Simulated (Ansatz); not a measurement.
# CH4Br: the cost of one run

Program: Ansatz 0.2.0, Gaussian basis. Level of theory: cc-pVDZ, all electrons in the functionals, frozen cores in the correlation of double hybrids and RPA. These are calculated values, not measurements.

The runs, in order: wB97M-V, B2PLYP, RPA-PBE, at 1.090 Å; 1.146 Å; 1.260 Å; 1.373 Å; 1.487 Å.

## Step 1: The geometry

The geometry derives from fragments relaxed apart (PBE0/def2-TZVP) and kept rigid, so it is no stationary point. A hydrogen atom is moved between rigid fragments. No spin-orbit coupling is included. The filled d shell of Br may be among the frozen orbitals whatever the setting's name suggests; the logs give the count.

6 atoms, charge 0, spin multiplicity 2.

Atoms are counted from 1 here; the program's logs count them from 0.

Bond lengths: C1–H2 1.090 Å, C1–H3 1.090 Å, C1–H4 1.090 Å, C1–H5 1.090 Å. Angles: H2–C1–H3 109.5°, H2–C1–H4 109.5°, H2–C1–H5 109.5°, H3–C1–H4 109.5°, H3–C1–H5 109.5°, H4–C1–H5 109.5°.

Coordinates:

```xyz
6
CH4Br
C    -2.51255    0.00000    0.00000
H    -2.87576    1.02730    0.00000
H    -2.87576   -0.51365    0.88967
H    -2.87576   -0.51365   -0.88967
H    -1.42293    0.00000    0.00000
Br    0.50445    0.00000    0.00000
```

No dispersion term is added; wB97M-V holds VV10 nonlocal correlation.

The geometry shown and the zero of energy belong to the point 1.090 Å. The yardstick, UCCSDT(Q), and other wave-function levels (R restricted, U unrestricted, valence and pair active spaces) come from earlier runs.

## Step 2: wB97M-V, 1.090 Å

File in.yaml:

```yaml
crystal:
  periodic: [false, false, false]
  atoms:
    - {symbol: C, position_ang: [-2.512551, 0.000000, 0.000000]}
    - {symbol: H, position_ang: [-2.875757, 1.027301, 0.000000]}
    - {symbol: H, position_ang: [-2.875757, -0.513650, 0.889668]}
    - {symbol: H, position_ang: [-2.875757, -0.513650, -0.889669]}
    - {symbol: H, position_ang: [-1.422934, 0.000000, 0.000000]}
    - {symbol: Br, position_ang: [0.504449, 0.000000, 0.000000]}
basis:
  gaussian: {orbitals: cc-pVDZ}
magnetization: {spin_polarized: true, initial_magnetization: 1}
hamiltonian: {xc: {name: wB97M-V}}
output: {orbitals: {seedname: orbitals}}
```

Launch:

```sh
ansatz run in.yaml --threads 1 --pin off --events-out ev --progress --plain --max-ram 2816MiB --backend cpu
```

**Question.** How long does this run take on 1 thread of AMD EPYC 7R13, shared host, and how much memory does it need?

About 11 s, with a peak of 0.31 GiB.
